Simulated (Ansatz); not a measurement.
## Mg3ZnC in Ansatz: the effect of functional

Mg3ZnC:

```xyz
5
Lattice="4.4069 0.0000 0.0000 0.0000 4.4069 0.0000 0.0000 0.0000 4.4069" Properties=species:S:1:pos:R:3 pbc="T T T"
Zn    0.0000    0.0000    0.0000
Mg    2.2035    0.0000    2.2035
Mg    2.2035    2.2035    0.0000
Mg    0.0000    2.2035    2.2035
C     2.2035    2.2035    2.2035
```

The cell comes from a database or a generator and needn't be the stable form of this composition.

Alike in all runs:

| Item | Value |
| --- | --- |
| Program | Ansatz 0.2.0 |
| Task | projected density of states |
| Potentials or basis | Ansatz PAW |
| k mesh | 6 × 6 × 6 |
| Occupations | fermi-dirac, width 0.05 eV |
| Spin | no spin polarisation |

| functional | cutoff | pressure (GPa) |
| --- | --- | --- |
| LDA | 420 eV (not typed: the program's choice for these potentials) | ? |
| PBEsol | 420 eV (not typed: the program's choice for these potentials) | -1.8 |
| RPBE | 420 eV (not typed: the program's choice for these potentials) | 1.8 |
| revPBE | 420 eV (not typed: the program's choice for these potentials) | 1.4 |
| BLYP | 420 eV (not typed: the program's choice for these potentials) | 1.1 |
| r2SCAN | 500 eV (not typed: the program's choice for these potentials) | -1.6 |

Task: What does the run with functional LDA give?

Result: Pressure -4.3 GPa.

Caveats: the PAW data sets come from PBE, with cores solved anew for the run's functional, which leaves a small shift of forces and pressure; the density of states is complete only up to the lowest level of the last band computed.

Runs at the PBE level aren't shown here.
